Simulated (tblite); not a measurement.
# C5H8F3OP: the cost of one run

Computed with tblite 0.8.0 and PySCF 2.14.0, with density-fitted response routines of our own, on a single molecule, in the gas phase or a continuum. Atoms count from 0, in the outputs and in this text.

## 1. Starting geometry

18 atoms, charge 0, multiplicity 1; geometry from: force field or distance geometry start.

Bonds of the start (Å): C0–O1 1.41, O1–C2 1.42, C2–P3 1.80, P3–C4 1.80, P3–C5 1.79, C5–F6 1.36, C5–C7 1.34, C7–F8 1.35, C7–F9 1.36, C0–H10 1.09, C0–H11 1.11, C0–H12 1.12, C2–H13 1.08, C2–H14 1.12, C4–H15 1.13, C4–H16 1.10, C4–H17 1.11.

## 2. Optimising the geometry with GFN2-xTB

The job: settings as JSON, then the geometry in Å.

```
{"job": {"kind": "relax", "xc": "GFN2-xTB", "basis": "xTB"}, "charge": 0, "multiplicity": 1}
C      3.000800    -0.780500    -0.166200
O      1.753700    -0.307000    -0.635600
C      0.981300    -0.190900     0.545700
P     -0.651500     0.416200     0.073100
C     -0.991300     2.179100     0.079000
C     -1.810500    -0.697000    -0.709000
F     -1.683600    -1.183600    -1.974700
C     -2.888500    -1.094100    -0.023800
F     -3.789600    -1.933100    -0.574200
F     -3.050900    -0.629000     1.242200
H      3.643700    -0.895500    -1.033000
H      2.812100    -1.754100     0.332500
H      3.409000    -0.082400     0.610600
H      1.547000     0.352200     1.286700
H      0.877700    -1.242900     0.906500
H     -0.532600     2.600800    -0.860100
H     -0.571800     2.792800     0.883800
H     -2.063600     2.455300     0.004900
```

Command:

```bash
$ OMP_NUM_THREADS=1 python probes_run.py task.json out
```

One launch serves the whole session: the jobs run in the order shown.

**Question.** How long does this first job take on 1 thread of Arm Neoverse V2, shared host?

About 1.2 s.
